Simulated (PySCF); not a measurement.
# NbF: bond curves at several levels of theory

An exercise on one series of results from a longer session: the logs are not shown, and one member is left open.

Method: Nb def2-TZVPP with ECP28, F def2-TZVPP, scalar-relativistic core potentials; program: PySCF 2.14.0.

The first run:

The job is set up so:

| Quantity | Value |
| --- | --- |
| atoms | Nb, F |
| charge | 0 |
| basis | Nb def2-TZVPP with ECP28, F def2-TZVPP |
| Hamiltonian | scalar-relativistic core potentials |
| basis functions | 87 |
| electrons treated | 22 |
| masses in u | 92.9064, 18.9984 |
| levels | PBE0, PBE, r²SCAN, LDA, M06-2X, BP86, revPBE, ωB97X-V, HF, MP2, SCS-MP2 |
| grid | 80 radial by 434 angular points |
| occupations | held fixed by the projection of orbital angular momentum |
| dissociation limit | Nb + F, each in its ground configuration |
| starting distance in angstrom | 1.975 |
| values of 2S to try | 0, 2, 4, 6, 8 |

Started as:

```
$ OMP_NUM_THREADS=1 python dia.py task.json out
```

Steps of the session up to this table: Input; PBE0 along the bond; Other states along the same grid; PBE; r²SCAN; LDA (local density); M06-2X (hybrid meta-GGA); BP86; revPBE (GGA); ωB97X-V; UHF.

One table of the session follows, with a row left open; its other results are not shown here.

It belongs to the step «Constants by level of theory». 

| level | Re (Å) | ωe (cm⁻¹) | De (eV) | μ (D) |
| --- | --- | --- | --- | --- |
| UHF | ? | ? | ? | ? |
| UHF-MP2 | 1.871 | 672 | 5.98 | n/a |
| UHF-SCS-MP2 | 1.884 | 655 | 6.00 | n/a |
| LDA | 1.847 | 693 | 7.06 | -2.22 |
| PBE | 1.877 | 650 | 6.19 | -2.41 |
| revPBE | 1.886 | 637 | 5.92 | -2.46 |
| BP86 | 1.878 | 651 | 6.19 | -2.41 |
| r²SCAN | 1.876 | 657 | 5.93 | -2.66 |
| PBE0 | 1.872 | 661 | 5.77 | -2.75 |
| M06-2X | 1.879 | 656 | 6.05 | -3.04 |
| ωB97X-V | 1.881 | 651 | 6.11 | -2.70 |

**Question.** Estimate the row for UHF.

The run gave: Re (Å): 1.911; ωe (cm⁻¹): 624; De (eV): 3.95; μ (D): -3.10. In the column «Re (Å)» it is the highest.

De is counted to Nb + F in their ground configurations.

To keep in mind: At some levels the lowest empty orbital lies below the highest filled one (the two can be of opposite spin).
